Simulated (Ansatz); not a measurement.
# BaFe2Se2O: the cost of one run

Program: Ansatz 0.2.0. Level of theory: DFT PBE+U (U_eff = 4 eV on Fe 3d), scalar-relativistic, plane waves, PAW. These are calculated values, not measurements.

## 1. Starting point

The structure is orthorhombic, space group Pmmn (No. 59). Conventional cell: a = 4.218 Å, b = 10.021 Å, c = 6.846 Å, α = 90.00°, β = 90.00°, γ = 90.00°. Around Ba (site symmetry mm2) lie 2 O at 2.66 Å. Around Fe (site symmetry m) lie 1 O at 1.91 Å and 3 Se at 2.52 to 2.61 Å. O (site symmetry mm2) has 2 Fe at 1.91 Å and 2 Ba at 2.66 Å as nearest neighbours. Se (site symmetry m) has 3 Fe at 2.52 to 2.61 Å as nearest neighbours.

As a file:

```cif
data_structure
_symmetry_space_group_name_H-M 'Pmmn:1'
_symmetry_Int_Tables_number 59
_cell_length_a 4.2180
_cell_length_b 10.0211
_cell_length_c 6.8465
_cell_angle_alpha 90.000
_cell_angle_beta 90.000
_cell_angle_gamma 90.000
_cell_volume 289.39
loop_
_atom_site_label
_atom_site_type_symbol
_atom_site_symmetry_multiplicity
_atom_site_Wyckoff_symbol
_atom_site_fract_x
_atom_site_fract_y
_atom_site_fract_z
_atom_site_occupancy
Ba1 Ba 2 b 0.00000 0.50000 0.50668 1
Fe1 Fe 4 e 0.50000 0.33817 0.12169 1
O1 O 2 a 0.50000 0.50000 0.26993 1
Se1 Se 4 e 0.00000 0.20775 0.24000 1
```

An earlier run at PBE+U (U_eff = 4 eV on Fe 3d) left this cell at 24.116 Å³/atom and 0.00 GPa (4×2×4 mesh). The large moments point both ways and cancel.

## 2. Field gradients and densities at the nuclei

The input, input.yaml:

```yaml
crystal:
  lattice:
    - [4.2179803482, 2.64e-08, 0.0]
    - [6.3e-08, 10.0211131988, 0.0]
    - [0.0, 0.0, 6.8464766636]
  atoms:
    - { symbol: Ba, position: [3.9002e-06, 0.5000038244, 0.5066792797] }
    - { symbol: Ba, position: [0.5000039002, 3.8244e-06, 0.4933207203] }
    - { symbol: Fe, position: [0.4999991841, 0.338175645, 0.121686468], spin: 3.42 }
    - { symbol: Fe, position: [-8.138e-07, 0.16182289, 0.8783102857], spin: -3.42 }
    - { symbol: Fe, position: [0.4999991862, 0.66182289, 0.1216897143], spin: -3.42 }
    - { symbol: Fe, position: [-8.159e-07, 0.838175645, 0.878313532], spin: 3.42 }
    - { symbol: O, position: [0.4999957778, 0.4999989174, 0.2699309365] }
    - { symbol: O, position: [-4.2222e-06, -1.0826e-06, 0.7300690635] }
    - { symbol: Se, position: [9.249e-07, 0.2077503557, 0.2399954242] }
    - { symbol: Se, position: [0.5000010264, 0.2922483675, 0.7600006808] }
    - { symbol: Se, position: [1.0264e-06, 0.7922483675, 0.2399993192] }
    - { symbol: Se, position: [0.5000009249, 0.7077503557, 0.7600045758] }
basis:
  ecutwfc: 420
  ecutrho_ratio: 4
kpoints:
  mp_grid: { grid: [4, 2, 4] }
hamiltonian:
  xc: pbe
  hubbard: { sites: [{ species: Fe, l: d, u_eff: 4.0 }] }
  pseudopotentials: { kind: paw, frozen_core: stored }
scf:
  occupations: { method: gaussian, width: 0.05 }
  lower_state_search: "off"
output:
  forces: true
  stress: true
  eigenvalues: true
  populations: true
  hubbard: { sites: [{ species: Fe, l: d }] }
  efg:
    contact_densities: true
    quadrupole_moments_barn: { Ba: 0.236, O: -0.02558, Fe: 0.16 }
magnetization:
  spin_polarized: true
checkpoint:
  read: start.run
  write: ck
  compress: false
  write_wavefunctions: false
  write_every: 100000
```

It reads its starting density from start.run, saved by an earlier run on this cell.

Run with:

```sh
$ ansatz run input.yaml --threads 4 --pin off --max-ram 10240MiB --backend cpu --events-out ev --progress --plain --runs-dir out
```

**Question.** How long does this run take on 4 threads of Intel Xeon Platinum 8175M at 2.50GHz (Skylake/Cascade Lake), shared host, and how much memory does it need?

About 43 s, with a peak of 1.6 GiB.
